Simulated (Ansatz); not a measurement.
# H8N2SSi2: the cost of one run

Program: Ansatz 0.2.0. Level of theory: RKS r2SCAN-D4/def2-SVP. These are calculated values, not measurements.

## Step 1: The system as given

Bond lengths: N1–Si2 1.623 Å, Si2–S3 2.076 Å, Si2–N4 1.701 Å, N4–Si5 1.704 Å, N1–H6 1.067 Å, N1–H7 1.043 Å, Si2–H8 1.432 Å, S3–H9 1.369 Å, N4–H10 0.952 Å, Si5–H11 1.443 Å, Si5–H12 1.453 Å, Si5–H13 1.425 Å. Angles (14 of 19 angles, heavy atoms first): N1–Si2–S3 104.1°, N1–Si2–N4 99.2°, S3–Si2–N4 106.1°, Si2–N4–Si5 108.7°, N1–Si2–H8 111.4°, S3–Si2–H8 116.0°, N4–Si2–H8 118.0°, Si2–N1–H6 108.6°, Si2–N1–H7 110.1°, Si2–S3–H9 98.6°, Si2–N4–H10 108.4°, Si5–N4–H10 113.1°, N4–Si5–H11 105.0°, N4–Si5–H12 111.4°.

As a file:

```xyz
13

N    -1.2248    1.2022    1.1583
Si   -0.3256   -0.0828    0.7427
S     1.3231    0.0270    1.9990
N     0.2097    0.4427   -0.7841
Si    0.4512   -0.9205   -1.7783
H    -1.9511    1.3709    0.3950
H    -0.6589    2.0751    1.0859
H    -1.0855   -1.2950    0.8074
H     0.6697   -0.0423    3.2002
H     0.9988    0.9613   -0.6639
H     0.9189   -0.3871   -3.0345
H    -0.7761   -1.6806   -1.9450
H     1.4710   -1.7059   -1.1678
```

## Step 2: Relaxing end A

Input file input.yaml:

```yaml
crystal:
  periodic: [false, false, false]
  atoms:
    - { symbol: "N", position_ang: [-1.2248, 1.2022, 1.1583] }
    - { symbol: Si, position_ang: [-0.3256, -0.0828, 0.7427] }
    - { symbol: S, position_ang: [1.3231, 0.027, 1.999] }
    - { symbol: "N", position_ang: [0.2097, 0.4427, -0.7841] }
    - { symbol: Si, position_ang: [0.4512, -0.9205, -1.7783] }
    - { symbol: H, position_ang: [-1.9511, 1.3709, 0.395] }
    - { symbol: H, position_ang: [-0.6589, 2.0751, 1.0859] }
    - { symbol: H, position_ang: [-1.0855, -1.295, 0.8074] }
    - { symbol: H, position_ang: [0.6697, -0.0423, 3.2002] }
    - { symbol: H, position_ang: [0.9988, 0.9613, -0.6639] }
    - { symbol: H, position_ang: [0.9189, -0.3871, -3.0345] }
    - { symbol: H, position_ang: [-0.7761, -1.6806, -1.945] }
    - { symbol: H, position_ang: [1.471, -1.7059, -1.1678] }
basis:
  gaussian: { orbitals: def2-SVP }
hamiltonian:
  xc: r2scan
  dispersion: d4
relax:
  f_tol: 0.015
  max_steps: 40
output:
  orbitals: {}
```

Run with:

```sh
$ ansatz run input.yaml --threads 2 --pin off --max-ram 3072MiB --backend cpu --events-out ev --progress --plain --runs-dir out
```

What time and memory should one allow on 2 threads of AMD EPYC 9R14 (Zen 4), shared host?

About 66 s, with a peak of 0.21 GiB.
